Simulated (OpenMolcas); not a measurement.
**A workflow on InSiH4F (SMILES [F][InH][SiH3])**

We compute a single-point energy (HF/ANO-RCC-MB), then the energy (CASSCF(2,2)/ANO-RCC-VDZP), then the energy along one coordinate (CASPT2(2,2)/ANO-RCC-VDZP), then an energy scan (SC-NEVPT2(2,2)/ANO-RCC-VDZP), then an energy scan (MC-PDFT[tPBE](2,2)/ANO-RCC-VDZP) of InSiH4F. 

The calculation is run with OpenMolcas 26.06.

## Step 1: The molecule

The species is InSiH4F (7 atoms), meant as a singlet with charge 0. SMILES: `[F][InH][SiH3]`. Geometry: relaxed at PBE0-D4/def2-TZVP.

Bond lengths: F1–In2 1.968 Å, In2–Si3 2.558 Å, In2–H4 1.714 Å, Si3–H5 1.486 Å, Si3–H6 1.486 Å, Si3–H7 1.487 Å. Angles: F1–In2–Si3 109.2°, F1–In2–H4 109.4°, Si3–In2–H4 141.4°, In2–Si3–H5 109.2°, In2–Si3–H6 109.1°, In2–Si3–H7 111.4°, H5–Si3–H6 109.2°, H5–Si3–H7 109.0°, H6–Si3–H7 109.0°.

## Step 2: The energy at HF/ANO-RCC-MB (DKH2) (run 1)

File struct.xyz:

```xyz
7

F     -0.196000    -2.340000     1.298800
In    -0.756000    -1.164900    -0.176800
Si     0.528000     1.043100    -0.028600
H     -1.937800    -1.965900    -1.125300
H      1.986000     0.765900    -0.108800
H      0.226000     1.696000     1.272200
H      0.149800     1.965800    -1.131400
```

File step1.input:

```
* FH4InSi Hartree-Fock
&GATEWAY
Coord=struct.xyz
Basis=ANO-RCC-MB
Group=NoSym
&SEWARD
&SCF
PrOrbitals=0
&LOCALISATION
Occupied
Freeze
Pipek-Mezey
&LOCALISATION
FileOrb=$Project.LocOrb
Virtual
Pipek-Mezey
```

Run with:

```console
export MOLCAS_MEM=1860
pymolcas step1.input > step1.log
```

What it wrote:

```text
--- Start Module: gateway ---
[...]
--- Stop Module: gateway /rc=_RC_ALL_IS_WELL_ ---
[...]
      Basis functions           45
[...]
       Convergence after   9 Iterations
[...]
::    Total SCF energy                              -6268.3651328825
[...]
      Total spin, S                                     0.0000000000
[...]
      Total electronic charge=   76.000000
      Total            charge=   -0.000000
[...]
      Dipole Moment (debye):
      Origin of the operator (angstrom)=   -0.4544   -0.8839    0.0148
                   X= -8.9362E-01               Y=  1.4992E+00               Z= -2.1069E+00           Total=  2.7359E+00
      Quadrupole Moment (debye*angstrom):
[...]
--- Start Module: localisation ---
[...]
--- Stop Module: localisation /rc=_RC_ALL_IS_WELL_ ---
--- Start Module: localisation ---
[...]
--- Stop Module: localisation /rc=_RC_ALL_IS_WELL_ ---
[...]
```

Wall time 9.9 s (1 thread of Intel Xeon Platinum 8259CL at 2.50GHz (Skylake/Cascade Lake), shared host); peak memory 0.41 GiB.

## Step 3: The energy at CASSCF(2,2)/ANO-RCC-VDZP (DKH2, RICD fitting) (run 2)

struct.xyz is that of step 2.

File step2.input:

```
&GATEWAY
COORD
struct.xyz
BASIS
ANO-RCC-MB
GROUP
NoSym
&SEWARD
&RASSCF
FILEORB
$CurrDir/step1.LocOrb
ALTER
2
1 32 38
1 39 45
SPIN
1
NACTEL
2 0 0
INACTIVE
37
RAS2
2
ORBLISTING
Nothing
>>> COPY $Project.RunFile RUNFIL1
>>> COPY $Project.RasOrb INPORB
&GATEWAY
COORD
struct.xyz
BASIS
ANO-RCC-VDZP
GROUP
NoSym
RICD
&SEWARD
>>> COPY $Project.RunFile RUNFIL2
&EXPBAS
&RASSCF
FILEORB
$Project.ExpOrb
SPIN
1
NACTEL
2 0 0
INACTIVE
37
RAS2
2
ORBLISTING
Nothing
```

Run with:

```console
export MOLCAS_MEM=1860
pymolcas step2.input > step2.log
```

What it wrote:

```text
--- Start Module: gateway ---
[...]
--- Stop Module: gateway /rc=_RC_ALL_IS_WELL_ ---
[...]
      Basis functions           45
[...]
      Number of active orbitals                  2
[...]
      Spin quantum number                      0.0
[...]
      Active orbitals                            2
[...]
      Number of CSFs                             3
[...]
      Number of root(s) required                 1
[...]
      Convergence after 10 iterations
[...]
      printout of CI-coefficients larger than  0.05 for root  1
      energy=   -6268.381678
      conf/sym  11     Coeff  Weight
             1  20   0.99089 0.98186
             3  02  -0.13468 0.01814
      Natural orbitals and occupation numbers for root  1
      sym 1:   1.963722   0.036278
      ************************************************************************************************************************
      *                                                    Final results                                                     *
[...]
::    RASSCF root number  1 Total energy:  -6268.38167842
[...]
      Basis functions           95
[...]
--- Start Module: expbas ---
[...]
--- Stop Module: expbas /rc=_RC_ALL_IS_WELL_ ---
--- Start Module: rasscf ---
[...]
      Convergence after 13 iterations
[...]
      Natural orbitals and occupation numbers for root  1
      sym 1:   1.969254   0.030746
      ************************************************************************************************************************
      *                                                    Final results                                                     *
[...]
::    RASSCF root number  1 Total energy:  -6268.54625711
[...]
      Total electronic charge=   76.000000
      Total            charge=   -0.000000
[...]
      Dipole Moment (debye):
      Origin of the operator (angstrom)=   -0.4544   -0.8839    0.0148
                   X= -8.6277E-01               Y=  2.6852E+00               Z= -2.8524E+00           Total=  4.0113E+00
      Quadrupole Moment (debye*angstrom):
[...]
--- Stop Module: rasscf /rc=_RC_ALL_IS_WELL_ ---
[...]
```

Run time: 36 s. Hardware: 1 thread of Intel Xeon Platinum 8259CL at 2.50GHz (Skylake/Cascade Lake), shared host; peak memory 0.41 GiB.

## Step 4: The energy along one coordinate at CASPT2(2,2)/ANO-RCC-VDZP (DKH2, RICD fitting, ipea shift 0.25 Eh, pt2 variant SS) (run 3)

File step3.inp:

```
>>> COPY $CurrDir/step2.RasOrb $Project.RasOrb
>>> ForEach K in (1, 2, 3, 4, 5, 6, 7, 8, 9)
&GATEWAY
COORD = $CurrDir/point$K.xyz
BASIS = ANO-RCC-VDZP
GROUP = NoSym
RICD
&SEWARD
&RASSCF
FILEORB = $Project.RasOrb
SPIN = 1
NACTEL = 2 0 0
INACTIVE = 37
RAS2 = 2
ORBLISTING = Nothing
&CASPT2
IMAGINARY = 0.2
FROZEN = 24
>>> EndDo
```

Run with:

```console
export MOLCAS_MEM=1860
pymolcas step3.inp > step3.log
```

What it wrote:

```text
[...]
      Basis functions           95
[...]
      Number of active orbitals                  2
[...]
      Spin quantum number                      0.0
[...]
      Active orbitals                            2
[...]
      Number of CSFs                             3
[...]
      Number of root(s) required                 1
[...]
      Convergence after  8 iterations
[...]
      Natural orbitals and occupation numbers for root  1
      sym 1:   1.977446   0.022554
      ************************************************************************************************************************
      *                                                    Final results                                                     *
[...]
::    RASSCF root number  1 Total energy:  -6268.53498737
[...]
::    CASPT2 Root  1     Total energy:  -6269.23186849
[...]
      Convergence after 12 iterations
[...]
      Natural orbitals and occupation numbers for root  1
      sym 1:   1.969256   0.030744
      ************************************************************************************************************************
      *                                                    Final results                                                     *
[...]
      Convergence after 10 iterations
[...]
      Natural orbitals and occupation numbers for root  1
      sym 1:   1.735591   0.264409
      ************************************************************************************************************************
      *                                                    Final results                                                     *
[...]
      Convergence after 11 iterations
[...]
      Natural orbitals and occupation numbers for root  1
      sym 1:   1.508933   0.491067
      ************************************************************************************************************************
      *                                                    Final results                                                     *
[...]
      Convergence after 11 iterations
[...]
      Natural orbitals and occupation numbers for root  1
      sym 1:   1.247744   0.752256
      ************************************************************************************************************************
      *                                                    Final results                                                     *
[...]
::    RASSCF root number  1 Total energy:  -6268.44583144
[...]
::    CASPT2 Root  1     Total energy:  -6269.13307516
[...]
      Convergence after  9 iterations
[...]
::    RASSCF root number  1 Total energy:  -6268.44383033
[...]
::    CASPT2 Root  1     Total energy:  -6269.13092857
[...]
```

Wall time 4 min (1 thread of Intel Xeon Platinum 8259CL at 2.50GHz (Skylake/Cascade Lake), shared host); peak memory 0.37 GiB.

The scan, from its lowest point:

| H4–In2 (Å) | energy (kJ/mol) |
| --- | --- |
| 1.543 | 20.9 |
| 1.714 | 0.0 |
| 1.885 | 15.5 |
| 2.143 | 66.3 |
| 2.485 | 140.9 |
| 2.914 | 213.0 |
| 3.428 | 259.5 |
| 4.114 | 280.2 |
| 5.142 | 285.9 |

## Step 5: An energy scan at SC-NEVPT2(2,2)/ANO-RCC-VDZP (DKH2, RICD fitting, pt2 variant SC-NEVPT2) (run 4)

File step4.inp:

```
* FH4InSi NEVPT2
>>> COPY $CurrDir/step2.RasOrb $Project.RasOrb
>>> ForEach K in (1, 2, 3, 4, 5, 6, 7, 8, 9)

&GATEWAY
 COORD = $CurrDir/point$K.xyz
 BASIS = ANO-RCC-VDZP
 GROUP = NoSym
 RICD

&SEWARD

&RASSCF
 FILEORB = $Project.RasOrb
 SPIN = 1
 NACTEL = 2 0 0
 INACTIVE = 37
 RAS2 = 2
 ORBLISTING = Nothing

&CASPT2
 SC-NEVPT2
 FROZEN = 24
>>> EndDo
```

Run with:

```console
export MOLCAS_MEM=1860
pymolcas step4.inp > step4.log
```

What it wrote:

```text
[...]
      Basis functions           95
[...]
      Number of active orbitals                  2
[...]
      Spin quantum number                      0.0
[...]
      Active orbitals                            2
[...]
      Number of CSFs                             3
[...]
      Number of root(s) required                 1
[...]
      Convergence after  8 iterations
[...]
      printout of CI-coefficients larger than  0.05 for root  1
      energy=   -6268.534987
      conf/sym  11     Coeff  Weight
             1  20   0.99435 0.98872
             3  02  -0.10619 0.01128
      Natural orbitals and occupation numbers for root  1
      sym 1:   1.977446   0.022554
      ************************************************************************************************************************
      *                                                    Final results                                                     *
[...]
::    RASSCF root number  1 Total energy:  -6268.53498737
[...]
      E2 (Variational):          -0.6923633099
[...]
::    SC-NEVPT2 Root  1     Total energy:  -6269.22731177
[...]
      Convergence after 12 iterations
[...]
      Natural orbitals and occupation numbers for root  1
      sym 1:   1.969256   0.030744
      ************************************************************************************************************************
      *                                                    Final results                                                     *
[...]
      Convergence after 10 iterations
[...]
      Natural orbitals and occupation numbers for root  1
      sym 1:   1.735591   0.264409
      ************************************************************************************************************************
      *                                                    Final results                                                     *
[...]
      Convergence after 11 iterations
[...]
      Natural orbitals and occupation numbers for root  1
      sym 1:   1.508933   0.491067
      ************************************************************************************************************************
      *                                                    Final results                                                     *
[...]
      Convergence after 11 iterations
[...]
::    RASSCF root number  1 Total energy:  -6268.44583144
[...]
::    SC-NEVPT2 Root  1     Total energy:  -6269.13265534
[...]
      Convergence after  9 iterations
[...]
::    RASSCF root number  1 Total energy:  -6268.44383033
[...]
      E2 (Variational):          -0.6869187783
[...]
      Reference weight:           0.84242
[...]
::    SC-NEVPT2 Root  1     Total energy:  -6269.13074911
[...]
```

It took 3.8 min on 1 thread of Intel Xeon Platinum 8259CL at 2.50GHz (Skylake/Cascade Lake), shared host; peak memory 0.37 GiB.

The scan, from its lowest point:

| H4–In2 (Å) | energy (kJ/mol) |
| --- | --- |
| 1.543 | 22.1 |
| 1.714 | 0.0 |
| 1.885 | 14.4 |
| 2.143 | 63.9 |
| 2.485 | 136.9 |
| 2.914 | 207.1 |
| 3.428 | 251.5 |
| 4.114 | 270.6 |
| 5.142 | 275.6 |

## Step 6: An energy scan at MC-PDFT[tPBE](2,2)/ANO-RCC-VDZP (DKH2, RICD fitting) (run 5)

File step5.input:

```
* FH4InSi MC-PDFT
>>> EXPORT MOLCAS_PRINT=2
>>> COPY $CurrDir/step2.RasOrb $Project.RasOrb
>>> ForEach K in (1, 2, 3, 4, 5, 6, 7, 8, 9)

&gateway
  coord=$CurrDir/point$K.xyz
  basis=ANO-RCC-VDZP
  group=NoSym
  ricd

&seward

&rasscf
  fileorb=$Project.RasOrb
  spin=1
  nactel=2 0 0
  inactive=37
  ras2=2
  orblisting=Nothing

&mcpdft
  ksdft=T:PBE
>>> EndDo
```

Run with:

```console
export MOLCAS_MEM=1860
pymolcas step5.input > step5.log
```

What it wrote:

```text
--- Start Module: gateway ---
[...]
      Basis functions           95
[...]
      Number of active orbitals                  2
[...]
      Spin quantum number                      0.0
[...]
      Active orbitals                            2
[...]
      Number of CSFs                             3
[...]
      Number of root(s) required                 1
[...]
      Convergence after  8 iterations
[...]
      printout of CI-coefficients larger than  0.05 for root  1
      energy=   -6268.534987
      conf/sym  11     Coeff  Weight
             1  20   0.99435 0.98872
             3  02  -0.10619 0.01128
      Natural orbitals and occupation numbers for root  1
      sym 1:   1.977446   0.022554
      ************************************************************************************************************************
      *                                                    Final results                                                     *
[...]
::    RASSCF root number  1 Total energy:  -6268.53498737
[...]
::    MCPDFT root number  1 Total energy:  -6271.58949570
[...]
      Convergence after 12 iterations
[...]
      Natural orbitals and occupation numbers for root  1
      sym 1:   1.969256   0.030744
      ************************************************************************************************************************
      *                                                    Final results                                                     *
[...]
      Convergence after 10 iterations
[...]
      Natural orbitals and occupation numbers for root  1
      sym 1:   1.735591   0.264409
      ************************************************************************************************************************
      *                                                    Final results                                                     *
[...]
      Convergence after 11 iterations
[...]
      Natural orbitals and occupation numbers for root  1
      sym 1:   1.508933   0.491067
      ************************************************************************************************************************
      *                                                    Final results                                                     *
[...]
      Convergence after 11 iterations
[...]
::    RASSCF root number  1 Total energy:  -6268.44583144
[...]
::    MCPDFT root number  1 Total energy:  -6271.48828816
[...]
      Convergence after  9 iterations
[...]
::    RASSCF root number  1 Total energy:  -6268.44383033
[...]
      Total electronic charge=   76.000000
      Total            charge=   -0.000000
[...]
::    MCPDFT root number  1 Total energy:  -6271.48714990
[...]
```

Wall time 3.9 min (1 thread of Intel Xeon Platinum 8259CL at 2.50GHz (Skylake/Cascade Lake), shared host); peak memory 0.37 GiB.

The scan, from its lowest point:

| H4–In2 (Å) | energy (kJ/mol) |
| --- | --- |
| 1.543 | 22.7 |
| 1.714 | 0.0 |
| 1.885 | 12.9 |
| 2.143 | 60.8 |
| 2.485 | 135.1 |
| 2.914 | 211.8 |
| 3.428 | 265.7 |
| 4.114 | 288.4 |
| 5.142 | 291.4 |

## Step 7: Summary of results

| quantity | value |
| --- | --- |
| run 1, HF/ANO-RCC-MB: total energy | -6268.36513 Eh |
| run 1, HF/ANO-RCC-MB: dipole moment | 2.74 D |
| run 1, HF/ANO-RCC-MB: HOMO energy | -10.89 eV |
| run 1, HF/ANO-RCC-MB: LUMO energy | 0.27 eV |
| run 1, HF/ANO-RCC-MB: HOMO–LUMO gap | 11.16 eV |
| run 2, CASSCF(2,2)/ANO-RCC-VDZP: total energy | -6268.54626 Eh |
| run 2, CASSCF(2,2)/ANO-RCC-VDZP: dipole moment (CASSCF density) | 4.01 D |
| run 3, CASPT2(2,2)/ANO-RCC-VDZP: lowest energy of the scan | -6269.23981 Eh |
| run 4, SC-NEVPT2(2,2)/ANO-RCC-VDZP: lowest energy of the scan | -6269.23573 Eh |
| run 5, MC-PDFT[tPBE](2,2)/ANO-RCC-VDZP: lowest energy of the scan | -6271.59815 Eh |

Mulliken charges (run 1, HF/ANO-RCC-MB) run from -0.62 on F1 to +0.92 on In2; they depend strongly on the basis. Mulliken charges (run 2, CASSCF(2,2)/ANO-RCC-VDZP) run from -0.77 on F1 to +1.04 on In2.
